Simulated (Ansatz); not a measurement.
AlFe3B:

```
Fe Al B
1.0
     3.82232    0.00000    0.00000
     0.00000    3.82232    0.00000
     0.00000    0.00000    3.82232
Fe Al B
3 1 1
Direct
  0.00000 0.00000 0.50000
  0.00000 0.50000 0.00000
  0.50000 0.00000 0.00000
  0.50000 0.50000 0.50000
  0.00000 0.00000 0.00000
```

The cell comes from a database or a generator and needn't be the stable form of this composition.

```yaml
Program: Ansatz 0.2.0
Task: relaxation of cell and atoms
Functional: PBEsol
Potentials_or_basis: Ansatz PAW
Cutoff: "420 eV (not typed: the program's choice for these potentials)"
k_mesh: 7 × 7 × 7
Occupations: fermi-dirac, width 0.05 eV
Spin: collinear spin, ferromagnetic start
Starting_moments: "[3.0, 3.0, 3.0, 0.0, 0.0] μB"
```

At the start: volume 11.17 Å³/atom.

Problem. How do energy, volume and symmetry change on relaxing?

Solution. It ends after 5 steps and the volume is 10.74 Å³/atom (-3.9 %); space group Pm-3m (No. 221, to 0.05 Å); moment 4.06 μB per cell.

The path:
| step | energy change (eV) | largest force (eV/Å) | volume (Å³) |
| --- | --- | --- | --- |
| 1 | 0.0000 | 0.0000 | 55.84 |
| 2 | -0.0452 | 0.0000 | 54.58 |
| 3 | -0.0554 | 0.0000 | 53.64 |
| 4 | -0.0554 | 0.0000 | 53.69 |
| 5 | -0.0537 | 0.0000 | 53.69 |

Final structure:
```
CELL_PARAMETERS angstrom
3.77247 0.00000 0.00000
0.00000 3.77247 0.00000
0.00000 0.00000 3.77247
ATOMIC_POSITIONS crystal
Fe 0.00000 0.00000 0.50000
Fe 0.00000 0.50000 0.00000
Fe 0.50000 0.00000 0.00000
Al 0.50000 0.50000 0.50000
B 0.00000 0.00000 0.00000
```

Caveat: the plane-wave basis is chosen anew once the cell has moved, so the energies of steps on either side of that aren't comparable; the PAW data sets come from PBE, with cores solved anew for the run's functional, which leaves a small shift of forces and pressure.
